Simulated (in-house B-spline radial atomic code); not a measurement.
# Excited states and polarisability of F⁷⁺ by several methods

An exercise on one series of results from a longer session: the logs are not shown, and one member is left open.

Program: in-house B-spline radial atomic code version 1. Level of theory: linear response of a closed shell, each method with its own adiabatic kernel; spin-free one-electron X2C, finite nucleus; B-spline basis; no spin-orbit coupling, no double excitations; only terms of natural parity, (−1)^L, with L up to 3 are computed. These are calculated values, not measurements, unless marked.

## What is computed

* element: fluorine (Z = 9)
* charge: +7
* configuration: 1s2
* runs: TDHF; BSE on G0W0@HF; LDA (VWN5); PBE; PBE0; B3LYP; CAM-B3LYP; LC-ωPBE; ωB97X; HSE06; BHandHLYP; BLYP; PBEsol; BP86; exchange-only LDA; B97-1; RPBE; OLYP

The outer shells:

F⁷⁺
```
1s [↑↓]
```

The first run:

Input settings:

```ini
Z = 9
electrons = 2.0
configuration = 1s2
hamiltonian = x2c
method = hf
box_radius = 12.81
rms_radius = 2.8976
intervals = 71
```

The run is started by

```sh
$ python run_td.py task.json out
```

task.json lists these runs, among others, and the program works through them in turn.

Among the steps run: TDHF.

One table of the session follows, with a row left open; its other results are not shown here.

It belongs to the step «TDHF». The states in eV; those that feel the box are left out:

```
   state  full (eV)  Tamm-Dancoff (eV)
1s→2s ³S     722.77             722.84
1s→2p ³P     731.69             731.72
1s→2s ¹S     732.53             732.59
1s→2p ¹P     738.50             738.53
1s→3s ³S     853.79             853.81
1s→3p ³P     856.21             856.22
1s→3s ¹S          ?                  ?
1s→3d ³D     857.56             857.56
1s→3d ¹D     857.64             857.64
1s→3p ¹P     858.05             858.06
1s→4s ³S     898.38             898.39
1s→4p ³P     899.37             899.37
1s→4s ¹S     899.40             899.40
1s→4d ³D     899.92             899.92
```

Estimate the missing values for 1s→3s ¹S.

**Answer.** full (eV): 856.32; Tamm-Dancoff (eV): 856.34. In the column «full (eV)» it lies between 1s→3p ³P (856.21) and 1s→3d ³D (857.56).
